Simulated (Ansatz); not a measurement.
# FH3NOSi: the cost of one run

All numbers below are computed with Ansatz 0.2.0 (UKS PBE0-D4/cc-pVDZ).

1 further run of the same task is left out (it didn't finish).

**1. The structure to begin with**

Bond lengths: N1–Si2 1.722 Å, Si2–O3 1.696 Å, Si2–F4 1.649 Å, N1–H5 1.090 Å, N1–H6 1.070 Å, Si2–H7 1.495 Å. Angles: N1–Si2–O3 108.5°, N1–Si2–F4 112.0°, N1–Si2–H7 109.8°, O3–Si2–F4 109.2°, O3–Si2–H7 109.5°, F4–Si2–H7 107.8°, Si2–N1–H5 108.9°, Si2–N1–H6 111.2°, H5–N1–H6 103.6°.

As a file:

```xyz
7

N    -0.8401    0.7254    0.0521
Si    0.3357   -0.5331    0.0698
O     0.7188   -0.8887    1.6831
F    -0.2113   -1.9000   -0.6728
H    -1.0694    0.9807   -0.9824
H    -0.4402    1.6334    0.4534
H     1.5677   -0.0857   -0.6490
```

**2. End point A**

File input.yaml:

```yaml
crystal:
  periodic: [false, false, false]
  atoms:
    - { symbol: "N", position_ang: [-0.8401, 0.7254, 0.0521] }
    - { symbol: Si, position_ang: [0.3357, -0.5331, 0.0698] }
    - { symbol: O, position_ang: [0.7188, -0.8887, 1.6831] }
    - { symbol: F, position_ang: [-0.2113, -1.9, -0.6728] }
    - { symbol: H, position_ang: [-1.0694, 0.9807, -0.9824] }
    - { symbol: H, position_ang: [-0.4402, 1.6334, 0.4534] }
    - { symbol: H, position_ang: [1.5677, -0.0857, -0.649] }
magnetization:
  spin_polarized: true
  initial_magnetization: 1
basis:
  gaussian: { orbitals: cc-pVDZ }
hamiltonian:
  xc: pbe0
  dispersion: d4
relax:
  f_tol: 0.02
  max_steps: 50
```

Started as:

```bash
> ansatz run input.yaml --threads 2 --pin off --max-ram 3072MiB --backend cpu --events-out ev --progress --plain --runs-dir out
```

What time and memory should one allow on 2 threads of Arm Neoverse V2, shared host?

About 78 s, with a peak of 0.2 GiB.
